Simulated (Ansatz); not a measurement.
**C2H6InS radical: small, medium and large basis sets**

One table from this session's results is given with a row withheld; the runs are named, their logs left out.

The runs use Ansatz 0.2.0, Gaussian basis; one geometry, several basis sets.

Plan: PBE0-D4/def2-SVP; ωB97M-V/def2-SVP; PBE0-D4/def2-QZVPP; ωB97M-V/def2-QZVPP; the functionals' def2-TZVPP values are taken from earlier runs.

## The geometry

An earlier PBE0-D4 in a triple-zeta def2 set relaxation fixed the geometry. In takes the def2 core potential; no spin-orbit term is included.

SMILES `[CH2][In]([CH3])[SH]`, 10 atoms, charge 0, spin multiplicity 2.

Atoms are counted from 1 here; the program's logs count them from 0.

Bond lengths: C1–In2 2.111 Å, C1–H5 1.087 Å, C1–H6 1.087 Å, In2–C3 2.140 Å, In2–S4 2.404 Å, C3–H7 1.091 Å, C3–H8 1.091 Å, C3–H9 1.090 Å, S4–H10 1.343 Å. Angles: In2–C1–H5 122.5°, In2–C1–H6 123.5°, H5–C1–H6 114.1°, C1–In2–C3 130.3°, C1–In2–S4 114.4°, C3–In2–S4 115.3°, In2–C3–H7 109.4°, In2–C3–H8 109.5°, In2–C3–H9 111.3°, H7–C3–H8 108.2°, H7–C3–H9 109.2°, H8–C3–H9 109.2°, In2–S4–H10 94.2°.

Coordinates:

```xyz
10
charge 0, multiplicity 2
C    -1.4583    1.2923    0.7336
In   -0.0138    0.0845   -0.2212
C     1.2265   -1.4713    0.5662
S     0.2731    0.5421   -2.5637
H    -2.0229    2.0556    0.2047
H    -1.7047    1.2107    1.7891
H     2.2748   -1.1906    0.4540
H     1.0580   -2.3906    0.0038
H     1.0153   -1.6513    1.6200
H    -0.6481    1.5188   -2.5865
```

Set-up of the first run:

The input, in.yaml:

```yaml
crystal:
  periodic: [false, false, false]
  atoms:
    - {symbol: C, position_ang: [-1.458262, 1.292306, 0.733578]}
    - {symbol: In, position_ang: [-0.013790, 0.084485, -0.221173]}
    - {symbol: C, position_ang: [1.226527, -1.471330, 0.566229]}
    - {symbol: S, position_ang: [0.273135, 0.542079, -2.563684]}
    - {symbol: H, position_ang: [-2.022902, 2.055569, 0.204652]}
    - {symbol: H, position_ang: [-1.704668, 1.210657, 1.789077]}
    - {symbol: H, position_ang: [2.274784, -1.190606, 0.454020]}
    - {symbol: H, position_ang: [1.057985, -2.390634, 0.003819]}
    - {symbol: H, position_ang: [1.015332, -1.651263, 1.620012]}
    - {symbol: H, position_ang: [-0.648131, 1.518757, -2.586529]}
basis:
  gaussian: {orbitals: def2-SVP}
magnetization: {spin_polarized: true, initial_magnetization: 1}
hamiltonian: {xc: pbe0, dispersion: d4}
output: {orbitals: {seedname: orbitals}}
```

Command:

```
ansatz run in.yaml --threads 4 --pin off --events-out ev --progress --plain --max-ram 10444MiB
```

Steps of the session up to this table: PBE0-D4 in def2-SVP; ωB97M-V in def2-SVP; PBE0-D4 in def2-QZVPP; ωB97M-V in def2-QZVPP.

One of the session's tables, all rows but one given; the rest of the session is left out.

It belongs to the step «Density functionals: the series». 

```
functional       basis  HOMO (eV)  LUMO (eV)
   PBE0-D4    def2-SVP          ?          ?
   PBE0-D4  def2-TZVPP      -6.88      -2.65
   PBE0-D4  def2-QZVPP      -6.90      -2.68
   ωB97M-V    def2-SVP      -8.79      -0.75
   ωB97M-V  def2-TZVPP      -8.93      -1.00
   ωB97M-V  def2-QZVPP      -8.95      -1.05
```

**Question.** Estimate the row for PBE0-D4, def2-SVP.

**Answer.** HOMO (eV): -6.76; LUMO (eV): -2.52. In the column «HOMO (eV)» it is the highest.
